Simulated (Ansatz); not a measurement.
I need a cohesive energy from free atoms of Na3Ca and its free atoms. Use Ansatz 0.2.0 through its Python package. Settings (first run): PBEsol, norm-conserving potentials, the default cutoff (1197 eV here), 5×5×5 k-points, cold smearing of 0.02 eV.

The script reads `na3ca_na3ca.cif`:
```cif
data_Na3Ca
_cell_length_a 5.989364
_cell_length_b 5.989364
_cell_length_c 5.989364
_cell_angle_alpha 60.00000
_cell_angle_beta 60.00000
_cell_angle_gamma 60.00000
_symmetry_space_group_name_H-M 'P 1'
_symmetry_Int_Tables_number 1
loop_
_symmetry_equiv_pos_as_xyz
'x, y, z'
loop_
_atom_site_label
_atom_site_type_symbol
_atom_site_fract_x
_atom_site_fract_y
_atom_site_fract_z
Na1 Na    0.250000    0.250000    0.250000
Na2 Na    0.750000    0.750000    0.750000
Na3 Na    0.500000    0.500000    0.500000
Ca4 Ca    0.000000    0.000000    0.000000
```

`cohesive_na3ca.py`
```python
"""Binding of Na3Ca against spin-polarised atoms in a box."""

from collections import Counter
import warnings

import ansatz
from ase.io import read


def counts(outcome):
    return Counter(site.symbol for site in outcome.lattice.sites)

UNPAIRED = {"Na": 1, "Ca": 0}  # unpaired electrons of the free atoms


def ground_state(name, crystal):
    calc = (
        crystal.calculation()
        .scf(tolerance=1e-09)
        .functional(ansatz.Functional.PBESOL)
        .pseudopotentials("nc")
        .kpoints(spacing=0.26)
        .occupations("cold", width=0.02)
    )
    if name.endswith(" atom"):
        calc = calc.kpoints(1, 1, 1).occupations("fermi_dirac", width=0.01)
        if UNPAIRED[name.split()[0]]:
            calc = calc.spin("collinear")
        return calc.run(threads=1, backend="cpu")
    calc = calc.relax(force_tolerance=0.02, cell=True)
    return calc.run(threads=1, backend="cpu")


def main() -> None:
    warnings.simplefilter("ignore", ansatz.DeckWarning)

    phases = {}
    atoms = read("na3ca_na3ca.cif")
    na3ca = ansatz.Crystal.from_ase(atoms)
    phases["Na3Ca"] = na3ca
    # free atoms: a low-symmetry box, moments by the rule of Hund
    for element, moment in UNPAIRED.items():
        phases[f"{element} atom"] = ansatz.Lattice.orthorhombic(9.0, 9.5, 10.0).atom(element, (0.5, 0.5, 0.5), moment=moment or None)

    done = {name: ground_state(name, crystal) for name, crystal in phases.items()}

    for element in UNPAIRED:
        atom = done[f"{element} atom"].report
        print(f"{element} atom: {atom['energy_sigma0_ev']:.4f} eV, moment {atom['magnetization_mub']:.2f} muB")
    solid = done["Na3Ca"]
    n = counts(solid)
    binding = (sum(k * done[f"{e} atom"].report["energy_sigma0_ev"] for e, k in n.items()) - solid.report["energy_sigma0_ev"]) / sum(n.values())
    print(f"cohesive energy {binding:.3f} eV/atom = {96.4853 * binding:.0f} kJ/mol of atoms (no zero-point energy)")


if __name__ == "__main__":
    main()
```

```console
$ python cohesive_na3ca.py
Na atom: -1240.6099 eV, moment 1.00 muB
Ca atom: -1049.4763 eV, moment 0.00 muB
cohesive energy 1.259 eV/atom = 122 kJ/mol of atoms (no zero-point energy)
```

Notes:
- These settings explore the input space; cutoff and mesh may be short of convergence.
- Other magnetic orders than the one started from may lie lower.
- For the metals among these phases the mesh is modest: differences between phases can be off by up to 40 meV an atom.
- The program warned that this SCF threshold is loose for forces or stresses.
- The cells come from databases of deposited and of computed structures, and not all need be stable phases.
- Free atoms in a box carry small image and symmetry errors, and spin-orbit coupling is left out.
- The script silences the warnings on its input, which a real study should read.
- Finished in 64 s on 1 thread of Arm Neoverse V2 (shared host), peak memory 1.9 GiB.

(Lines on the test bed's own set-up are left out of the output.)
